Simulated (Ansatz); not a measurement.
# CrTe2 (P-3m1): Heisenberg exchange couplings

Aim: the Heisenberg exchange couplings, for CrTe2 (P-3m1), run from a script.

Computed with the Python package of Ansatz 0.2.0. Level of theory: DFT PBEsol, plane waves, PAW.

### 1 The structure

Symmetry: P-3m1, No. 164, trigonal system. The conventional cell has a = 3.863 Å, b = 3.863 Å, c = 6.200 Å, α = 90.00°, β = 90.00°, γ = 120.00°. Cr (site symmetry -3m) is surrounded by 6 Te at 2.71 Å. Te (site symmetry 3m) has 3 Cr at 2.71 Å as nearest neighbours.

The script holds or builds the structure itself.

### 2 Script

Contents of jij.py:

```python
"""Pair couplings between the moments of CrTe2."""

import ansatz as az
import numpy as np

params = {
    "mesh": (7, 7, 4),
    "occupations": "gaussian",
    "width_ev": 0.1,
    "functional": "PBEsol",
}

crystal = (
    az.Lattice.from_parameters(3.86325959, 3.86325959, 6.19955321, alpha=90, beta=90, gamma=120)
    .space_group(164)
    .atom("Cr", [0.0, 0.0, 0.5])
    .atom("Te", [1 / 3, 2 / 3, 0.25212453])
    .moments(Cr=3)
)

base = (
    crystal.calculation()
    .kpoints(*params["mesh"])
    .spin("collinear")
    .occupations(params["occupations"], width=params["width_ev"])
    .functional(params["functional"])
    .eigenstates(nscf_kmesh=(7, 7, 4))
    .exchange_couplings(magnetic=["Cr"])
)
couplings = base.run(threads=1).exchange_couplings().to_plain()
for atom in couplings["atoms"]:
    print(atom["site"]["symbol"], atom["role"], "moment", round(atom["moment_mub"], 3), "muB")
shells = {}
for pair in couplings["pairs"]:
    key = (pair["site"], pair["partner"], round(float(np.linalg.norm(pair["displacement_ang"])), 2))
    shells.setdefault(key, []).append(1000 * pair["coupling_ev"])
print("site partner distance (A)  count  mean J (meV)")
for (i, j, d), values in sorted(shells.items(), key=lambda item: item[0][2])[:6]:
    print(f"{i:4d} {j:7d} {d:12.2f} {len(values):6d} {np.mean(values):13.3f}")
print("mean-field order:", couplings["mean_field_order"])
```

### 3 The run

Started as:

```bash
python jij.py
```

Without the output at hand: what should come out? Wanted: free energy; gap on the mesh; moment, net / absolute.

**Answer**, as computed:

| quantity | value |
| --- | --- |
| free energy | -17152.5855 eV (-5717.5285 eV/atom) |
| gap on the mesh | none |
| moment, net / absolute | 2.50 / 3.43 μB per cell |

**Reading.** The mesh shows no gap. What to keep in mind:
- The mesh is modest for a metal, so energies can be off by several to tens of meV an atom and pressures by half a GPa or more; differences at equal mesh fare better.
- Without a Hubbard U or exact exchange, semilocal functionals often make such 3d compounds metallic or too weakly gapped.
- The structure comes from a database of computed cells and needn't be a stable or known phase.
- The couplings are those of E = -sum over i != j of J_ij e_i.e_j for unit vectors, so J > 0 favours parallel moments. Couplings oscillate with the k-mesh and hold for small turns from this magnetic state; mean-field temperatures overestimate ordering, and where the couplings favour a wavevector other than zero the state started from isn't the stable order.
